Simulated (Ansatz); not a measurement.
**HfB: pressure against volume**

One table from this session's results is given with a row withheld; the runs are named, their logs left out.

Method: DFT PBE, scalar-relativistic, in Ansatz 0.2.0.

## The structure to begin with

It takes space group Fm-3m (No. 225, cubic). Conventional cell: a = 4.620 Å, b = 4.620 Å, c = 4.620 Å, α = 90.00°, β = 90.00°, γ = 90.00°. Hf (site symmetry m-3m) has 6 B at 2.31 Å as nearest neighbours. B (site symmetry m-3m) has 6 Hf at 2.31 Å as nearest neighbours.

As a file:

```cif
data_structure
_symmetry_space_group_name_H-M 'P 1'
_symmetry_Int_Tables_number 1
_cell_length_a 3.2668
_cell_length_b 3.2668
_cell_length_c 3.2668
_cell_angle_alpha 60.000
_cell_angle_beta 60.000
_cell_angle_gamma 60.000
_cell_volume 24.65
loop_
_atom_site_label
_atom_site_type_symbol
_atom_site_fract_x
_atom_site_fract_y
_atom_site_fract_z
_atom_site_occupancy
Hf1 Hf 0.50000 0.50000 0.50000 1
B1 B 0.00000 0.00000 0.00000 1
```

The cell comes from a crystallographic database entry that wasn't checked; take it as a given geometry, which may be far from equilibrium.

Atoms are numbered in the order of the input: Hf1, B2.

The first run:

File input.yaml:

```yaml
crystal:
  lattice:
    - [0.0, 2.2708398925, 2.2708398925]
    - [2.2708398925, 0.0, 2.2708398925]
    - [2.2708398925, 2.2708398925, 0.0]
  atoms:
    - { symbol: Hf, position: [0.5, 0.5, 0.5] }
    - { symbol: B, position: [0.0, 0.0, 0.0] }
kpoints:
  mp_grid: { grid: [15, 15, 15] }
scf:
  occupations: { method: fermi_dirac, width: 0.05 }
hamiltonian:
  xc: pbe
  pseudopotentials: { kind: all_electron, lapw: { basis_error: 0.00025 } }
output:
  forces: true
  stress: true
  eigenvalues: true
```

Among the steps run: Volume × 0.95, LAPW; Volume × 0.95, PAW; Volume × 0.95, crystal datasets; Volume × 0.975, LAPW; Volume × 0.975, PAW; Volume × 1.025, LAPW; Volume × 1.025, PAW; Volume × 1.05, LAPW; Volume × 1.05, PAW; Volume × 1.05, crystal datasets.

One of the session's tables, all rows but one given; the rest of the session is left out.

It belongs to the step «The equation of state». 

| method | volume (Å³/atom) | pressure (GPa) |
| --- | --- | --- |
| LAPW | 11.710 | 45.34 |
| LAPW | 12.018 | ? |
| LAPW | 12.326 | 29.88 |
| LAPW | 12.635 | 23.33 |
| LAPW | 12.943 | 17.46 |
| PAW | 11.710 | 45.30 |
| PAW | 12.018 | 37.15 |
| PAW | 12.326 | 29.85 |
| PAW | 12.635 | 23.31 |
| PAW | 12.943 | 17.43 |
| crystal datasets | 11.710 | 45.34 |
| crystal datasets | 12.326 | 29.88 |
| crystal datasets | 12.943 | 17.46 |

Q: Estimate the row for LAPW, 12.018 from the others.

As computed: pressure (GPa): 37.18. In the column «pressure (GPa)» it lies between PAW, 12.018 (37.15) and PAW, 11.710 (45.30).

To keep in mind: Warnings in the runs' records: gradients without spin orbit, crystal datasets made.
